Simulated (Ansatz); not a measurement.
Br₂, the interaction energy of a dimer with the counterpoise correction

Computed with the Python package of Ansatz (0.2.0).

The cells in order, each with its output:

In [1]:
```python
import ansatz as az
import numpy as np
```

In [2]:
```python
FIRST = [
    ("Br", (0.9731, -0.3254, 0.4986)),
    ("Br", (-0.9731, 0.3254, -0.4986)),
]
SECOND = [
    ("Br", (-0.4623, -2.9302, -1.0488)),
    ("Br", (1.3179, -3.2658, -2.4359)),
]
```

In [3]:
```python
def energy(atoms, ghosts=()):
    molecule = az.Crystal.molecule()
    for symbol, xyz in atoms:
        molecule = molecule.atom(symbol, xyz)
    calc = (
        molecule.calculation()
        .basis(gaussian="def2-SVP")
        .correlation("mp2")
    )
    deck = calc.input()
    if ghosts:
        deck = deck.set(az.key.basis.gaussian.ghost_atoms, [{"symbol": s, "position_ang": list(xyz)} for s, xyz in ghosts])
    return az.Session.from_dict(deck).plan().execute().report["free_energy_ev"]
```

In [4]:
```python
# monomers in their own basis and in the basis of the dimer
direction = np.array([0.1195, -0.8654, -0.4867])
print("shift (A)   counterpoise-corrected interaction (kJ/mol)")
for shift in (-0.3, 0.0, 0.4, 1.0, 2.0):
    moved = [(s, tuple(np.round(np.array(xyz) + shift * direction, 4))) for s, xyz in SECOND]
    gain = energy(FIRST + moved) - energy(FIRST, moved) - energy(moved, FIRST)
    print(f"{shift:8.2f} {96.485332 * gain:14.3f}")
```
```text
shift (A)   counterpoise-corrected interaction (kJ/mol)
   -0.30         66.200
    0.00         24.099
    0.40          4.452
    1.00         -0.983
    2.00         -0.867
```

The dimer is a generated trial pose of unrelaxed monomers, not a minimum, so the figure is no binding energy, and the basis set is small. Hardware and time: 69 s on 1 thread of Intel(R) Xeon(R) 6975P-C (Granite Rapids), with other jobs on the host, peak memory 0.69 GiB.

(Lines on the test bed's own set-up are left out of the output.)
